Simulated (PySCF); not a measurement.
**GeHCl: triplet, from a linear start**

Aim: relax GeHCl as a triplet from a linear start, check by its vibrations whether the end is a minimum, and collect its spectrum and constants.

The runs use PySCF 2.14.0; PBE0, basis Ge def2-TZVP, H def2-TZVP, Cl def2-TZVP, no relativity, density fitting.

### Step 1. The starting structure

3 atoms, charge 0, spin multiplicity 3.

Bond lengths: Ge1–H2 1.530 Å, Ge1–Cl3 2.200 Å. Angles: H2–Ge1–Cl3 180.0°.

```xyz
3
charge 0 multiplicity 3
Ge    0.0000    0.0000    0.0000
H     0.0000    0.0000   -1.5300
Cl    0.0000    0.0000    2.2000
```

### Step 2. The SCF at the typed geometry

One driver script runs all steps and calls PySCF; scf.py shows how it sets up the SCF of each step. The optimiser is the driver's own. After this first run the driver tries any further starts and a stability analysis.

File scf.py:

```python
from pyscf import gto, scf, dft
mol = gto.M(atom='''
Ge     0.000000     0.000000     0.000000
H      0.000000     0.000000    -1.530000
Cl     0.000000     0.000000     2.200000''',
    basis={'Ge': 'def2-TZVP', 'H': 'def2-TZVP', 'Cl': 'def2-TZVP'},
    charge=0, spin=2)
mf = dft.UKS(mol, xc='PBE0')
mf.grids.atom_grid = (50, 194)
aux = {'Ge': 'def2-universal-JKFIT', 'H': 'def2-universal-JKFIT', 'Cl': 'def2-universal-JKFIT'}
mf = mf.density_fit(auxbasis=aux)
mf.conv_tol = 1e-08
mf.diis_space = 10
mf.max_cycle = 60
mf.init_guess = 'minao'
mf.verbose = 4
mf.kernel()
```

The run is started by

```console
$ OMP_NUM_THREADS=2 python axn.py task.json out
```

After this run come: Relaxation: linear start, triplet; Hessian and properties; Leaving the saddle point; Is it a minimum? Harmonic modes.

Q: Predict the outcome of this session. Wanted: minimum; geometry; wavenumbers; dipole moment; highest occupied, lowest empty level; polar-tensor charge of Ge1; zero-point energy; atomisation energy; ⟨S²⟩.

The runs gave:

| quantity | value |
| --- | --- |
| minimum | triplet, Cs |
| geometry | Ge–Cl 2.148 Å, Ge–H 1.556 Å; Cl–Ge–H 115.2° |
| wavenumbers (cm⁻¹) | 424 (a'), 557 (a'), 1971 (a') |
| dipole moment | 1.49 D |
| highest occupied, lowest empty level (either spin) | -5.45, -4.32 eV |
| polar-tensor charge of Ge1 | +0.51 e |
| zero-point energy | 17.7 kJ/mol |
| entropy at 298.15 K | 273.1 J/(mol K) |
| atomisation energy (no zero-point energy) | 529 kJ/mol |
| ⟨S²⟩ | 2.004 |

The linear start (C∞v) ends in a minimum of Cs symmetry, after a stop at a second-order saddle point 105.5 kJ/mol higher, from which it was pushed off along an imaginary mode. The strongest infrared band lies at 424 cm⁻¹ (a', stretch). Most of the spin sits on Ge1 (Mulliken spin 1.63, against 2 for the whole molecule). Only this shape and spin were tried, so other structures or states may lie lower.
